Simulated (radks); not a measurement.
**I²⁺ with its nuclear charge varied continuously**

The task here is to estimate one member of a computed series from the others.

The numbers are computed with radks (a radial shooting solver on a logarithmic mesh, Libxc functionals) version 1 (scalar-relativistic Kohn-Sham, BLYP, spin-unpolarised, spherical densities, point nucleus), except any that are marked as measured or tabulated.

### What is computed

- element: iodine (Z = 53)
- charge: +2
- electrons: 51
- configuration: [Kr] 4d10 5s2 5p3

Outer shells as boxes (Hund's rule):

I²⁺
```
[Kr] core
4d [↑↓][↑↓][↑↓][↑↓][↑↓]
5s [↑↓]
5p [↑ ][↑ ][↑ ]
```

The first run:

The run's settings:

```text
Z 53
configuration [Kr] 4d10 5s2 5p3
relativity scalar-relativistic
functional b88,lyp
spin unpolarised
nucleus point
c 137.035999084
```

Steps of the session up to this table: Z = 53.

One table of the session follows, with a row left open; its other results are not shown here.

It belongs to the step «Z = 53». From the orbitals of this run (lengths in bohr):

| level | <r> | outermost maximum (interpolated) | 90 % within | nodes |
| --- | --- | --- | --- | --- |
| 3s | 0.3141 | 0.286 | 0.462 | 2 |
| 3p | 0.3122 | 0.279 | 0.468 | 1 |
| 3d | 0.2886 | 0.232 | 0.453 | 0 |
| 4s | ? | ? | ? | ? |
| 4p | 0.7916 | 0.715 | 1.16 | 2 |
| 4d | 0.9189 | 0.777 | 1.40 | 1 |
| 5s | 1.874 | 1.67 | 2.71 | 4 |
| 5p | 2.213 | 1.93 | 3.24 | 3 |

Q: Estimate the row for 4s from the others.

The run gave: <r>: 0.7397; outermost maximum (interpolated): 0.680; 90 % within: 1.07; nodes: 3. In the column «<r>» it lies between 3s (0.3141) and 4p (0.7916).

Caveats from the session: At Z = 53 the central difference of E is -325.390 hartree, against -324.150 from the Hellmann-Feynman theorem; the scalar-relativistic energy here is not variational, so the two differ by a part that grows with Z.
